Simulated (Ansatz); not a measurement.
This script drives Ansatz 0.2.0, Python API.

The script reads `incuo3.cif`:
```cif
data_InCuO3
_cell_length_a 6.044283
_cell_length_b 6.044283
_cell_length_c 6.044283
_cell_angle_alpha 33.13840
_cell_angle_beta 33.13840
_cell_angle_gamma 33.13840
_symmetry_space_group_name_H-M 'P 1'
_symmetry_Int_Tables_number 1
loop_
_symmetry_equiv_pos_as_xyz
'x, y, z'
loop_
_atom_site_label
_atom_site_type_symbol
_atom_site_fract_x
_atom_site_fract_y
_atom_site_fract_z
In1 In    0.502169    0.502169    0.502169
Cu2 Cu    0.996947    0.996947    0.996947
O3 O    0.888090    0.888090    0.888090
O4 O    0.106588    0.106588    0.106588
O5 O    0.656672    0.656672    0.656672
```

`plus_u_incuo3.py`:
```python
import warnings

import ansatz
from ase.io import read
import numpy as np

XC = "lda"
CUTOFF = 530
WIDTH_EV = 0.01


def count_gap(report):
    # lowest empty less highest filled band, counting bands; zero where they overlap
    return max(report.get("gap_by_band_count_ev") or 0.0, 0.0)

warnings.simplefilter("ignore", ansatz.DeckWarning)

atoms = read("incuo3.cif")
structure = ansatz.Crystal.from_ase(atoms)

setup = structure.calculation()
setup = setup.functional(XC).basis(CUTOFF)
setup = setup.kpoints(10, shift=0.5)
setup = setup.occupations(ansatz.OccupationsMethod.FERMI_DIRAC, width=WIDTH_EV).initial_density(normalization="cell")
setup = setup.band_table()
rows = []
for u in [0.0, 2.0, 4.0, 6.0]:
    rep = setup.hubbard("Cu", "d", u_eff=u).run(threads=1, backend="cpu").report
    shell = rep["hubbard"]["n_scf"]
    rows.append((u, count_gap(rep), sum(shell) / len(shell), rep["n_iterations"]))
for row in rows:
    print("; ".join(f"{name} = {round(v, 4) if isinstance(v, float) else v}" for name, v in zip(["U_eff eV", "gap by band count eV", "Cu d occupation (projector)", "iterations"], row)))
print("eigenvalues of the first occupation matrix at the last U, by spin:")
for channel in rep["hubbard"]["n_eig"][0]:
    print("  ", " ".join(f"{n:.3f}" for n in channel))
```

It is started by `python plus_u_incuo3.py`. Estimate its wall time and peak memory on 1 thread of Arm Neoverse V2, on a shared host.

It took about 2.1 min, with a peak of 0.66 GiB, for 4 runs of the engine.

```console
$ python plus_u_incuo3.py
U_eff eV = 0.0; gap by band count eV = 0.0; Cu d occupation (projector) = 9.2018; iterations = 14
U_eff eV = 2.0; gap by band count eV = 0.0; Cu d occupation (projector) = 9.2499; iterations = 12
U_eff eV = 4.0; gap by band count eV = 0.0; Cu d occupation (projector) = 9.2935; iterations = 14
U_eff eV = 6.0; gap by band count eV = 0.0; Cu d occupation (projector) = 9.3346; iterations = 13
eigenvalues of the first occupation matrix at the last U, by spin:
   0.723 0.976 0.976 0.996 0.996
```

What to keep in mind:
- The run is spin-unpolarised.
- U, its shell and the double counting are chosen to explore, and aren't derived for this compound.
- For a metal this k-point mesh is coarse: on a finer one energies can move by several to tens of meV an atom and pressures by half a GPa or more, differences at one mesh by less.
- A gap by band count of zero or less means overlapping bands, a metal.
- A Hubbard U without spin forces both spins into the same orbitals, which can open a gap or pick a state that a spin-polarised run wouldn't.
- This cell is a computed structure, which may not be the phase found in nature.
- Gaps and levels are Kohn-Sham values on a finite set of k-points, without spin-orbit coupling.
- Shell occupations and the effect of U depend on the projectors; a run with no .spin step is spin-unpolarised, and each U may end in a state that isn't the lowest.
- The script silences the warnings on its input, which a real study should read.
